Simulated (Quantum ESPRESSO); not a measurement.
A run of Quantum ESPRESSO 7.5 is set up as follows.

run.py

```python
import numpy as np
from ase.calculators.espresso import Espresso, EspressoProfile
import spglib
from ase import Atoms
from ase.io import read

atoms = read('GdO.cif')
cell, pos, num = spglib.standardize_cell((atoms.cell[:], atoms.get_scaled_positions(), atoms.numbers), to_primitive=True, symprec=1e-4)
atoms = Atoms(numbers=num, cell=cell, scaled_positions=pos, pbc=True)
start = {'Gd': 7.0, 'O': 0.0}
atoms.set_initial_magnetic_moments([start[e] for e in atoms.get_chemical_symbols()])

input_data = {
    'control': {'calculation': 'scf', 'prefix': 'pwscf', 'outdir': './tmp', 'tprnfor': True, 'tstress': True, 'disk_io': 'nowf'},
    'system': {'ecutwfc': 55.0, 'ecutrho': 440.0, 'nbnd': 22, 'input_dft': 'pbesol', 'occupations': 'smearing', 'smearing': 'fd', 'degauss': 0.00367493, 'nspin': 2},
    'electrons': {'conv_thr': 4e-10, 'electron_maxstep': 120, 'mixing_beta': 0.3},
}
pseudopotentials = {'O': 'O.pbe-n-kjpaw_psl.0.1.UPF', 'Gd': 'Gd.paw.z_18.atompaw.wentzcovitch.v1.2.upf'}
profile = EspressoProfile(command='mpirun -n 2 pw.x -nk 2', pseudo_dir='pseudo')
dft = Espresso(profile=profile, input_data=input_data, pseudopotentials=pseudopotentials, kpts=(9, 9, 9), koffset=(0, 0, 0))
atoms.calc = dft

print(f'energy {atoms.get_potential_energy():.8f} eV')
print('forces (eV/A)')
print(np.round(atoms.get_forces(), 6))
print('stress (eV/A^3, Voigt)')
print(np.round(atoms.get_stress(), 8))
print(f'Fermi level {dft.get_fermi_level():.4f} eV')
```

The input GdO.cif:

```cif
data_GdO
_cell_length_a 5.40000000
_cell_length_b 5.40000000
_cell_length_c 5.40000000
_cell_angle_alpha 90.00000000
_cell_angle_beta 90.00000000
_cell_angle_gamma 90.00000000
_space_group_name_H-M_alt 'F-43m'
_space_group_name_Hall 'F -4 2 3'
_space_group_IT_number 216
loop_
_space_group_symop_operation_xyz
'x,y,z'
'y,-x,-z'
'-x,-y,z'
'-y,x,-z'
'x,-y,-z'
'y,x,z'
'-x,y,-z'
'-y,-x,z'
'z,x,y'
'-z,y,-x'
'z,-x,-y'
'-z,-y,x'
'-z,x,-y'
'z,y,x'
'-z,-x,y'
'z,-y,-x'
'y,z,x'
'-x,-z,y'
'-y,z,-x'
'x,-z,-y'
'-y,-z,x'
'x,z,y'
'y,-z,-x'
'-x,z,-y'
'x,y+1/2,z+1/2'
'y,-x+1/2,-z+1/2'
'-x,-y+1/2,z+1/2'
'-y,x+1/2,-z+1/2'
'x,-y+1/2,-z+1/2'
'y,x+1/2,z+1/2'
'-x,y+1/2,-z+1/2'
'-y,-x+1/2,z+1/2'
'z,x+1/2,y+1/2'
'-z,y+1/2,-x+1/2'
'z,-x+1/2,-y+1/2'
'-z,-y+1/2,x+1/2'
'-z,x+1/2,-y+1/2'
'z,y+1/2,x+1/2'
'-z,-x+1/2,y+1/2'
'z,-y+1/2,-x+1/2'
'y,z+1/2,x+1/2'
'-x,-z+1/2,y+1/2'
'-y,z+1/2,-x+1/2'
'x,-z+1/2,-y+1/2'
'-y,-z+1/2,x+1/2'
'x,z+1/2,y+1/2'
'y,-z+1/2,-x+1/2'
'-x,z+1/2,-y+1/2'
'x+1/2,y,z+1/2'
'y+1/2,-x,-z+1/2'
'-x+1/2,-y,z+1/2'
'-y+1/2,x,-z+1/2'
'x+1/2,-y,-z+1/2'
'y+1/2,x,z+1/2'
'-x+1/2,y,-z+1/2'
'-y+1/2,-x,z+1/2'
'z+1/2,x,y+1/2'
'-z+1/2,y,-x+1/2'
'z+1/2,-x,-y+1/2'
'-z+1/2,-y,x+1/2'
'-z+1/2,x,-y+1/2'
'z+1/2,y,x+1/2'
'-z+1/2,-x,y+1/2'
'z+1/2,-y,-x+1/2'
'y+1/2,z,x+1/2'
'-x+1/2,-z,y+1/2'
'-y+1/2,z,-x+1/2'
'x+1/2,-z,-y+1/2'
'-y+1/2,-z,x+1/2'
'x+1/2,z,y+1/2'
'y+1/2,-z,-x+1/2'
'-x+1/2,z,-y+1/2'
'x+1/2,y+1/2,z'
'y+1/2,-x+1/2,-z'
'-x+1/2,-y+1/2,z'
'-y+1/2,x+1/2,-z'
'x+1/2,-y+1/2,-z'
'y+1/2,x+1/2,z'
'-x+1/2,y+1/2,-z'
'-y+1/2,-x+1/2,z'
'z+1/2,x+1/2,y'
'-z+1/2,y+1/2,-x'
'z+1/2,-x+1/2,-y'
'-z+1/2,-y+1/2,x'
'-z+1/2,x+1/2,-y'
'z+1/2,y+1/2,x'
'-z+1/2,-x+1/2,y'
'z+1/2,-y+1/2,-x'
'y+1/2,z+1/2,x'
'-x+1/2,-z+1/2,y'
'-y+1/2,z+1/2,-x'
'x+1/2,-z+1/2,-y'
'-y+1/2,-z+1/2,x'
'x+1/2,z+1/2,y'
'y+1/2,-z+1/2,-x'
'-x+1/2,z+1/2,-y'
loop_
_atom_site_label
_atom_site_type_symbol
_atom_site_symmetry_multiplicity
_atom_site_Wyckoff_symbol
_atom_site_fract_x
_atom_site_fract_y
_atom_site_fract_z
_atom_site_occupancy
Gd1 Gd 4 a 0.0000000000 0.0000000000 0.0000000000 1
O1 O 4 c 0.2500000000 0.2500000000 0.2500000000 1
```

Potentials or basis: SSSP 1.3 efficiency PBE.

Run with:

```bash
$ OMP_NUM_THREADS=1 python run.py
```

Q: What does it give for the pressure?

A: -4.1 GPa.

Q: Estimate the net moment.

A: 7.55 μB per cell.

Caveat: the potentials were made for another functional, which shifts forces and pressure; a cell with one magnetic atom can't hold antiferromagnetic order, which such compounds often take. The state reached can hang on the start; a lower one may exist.
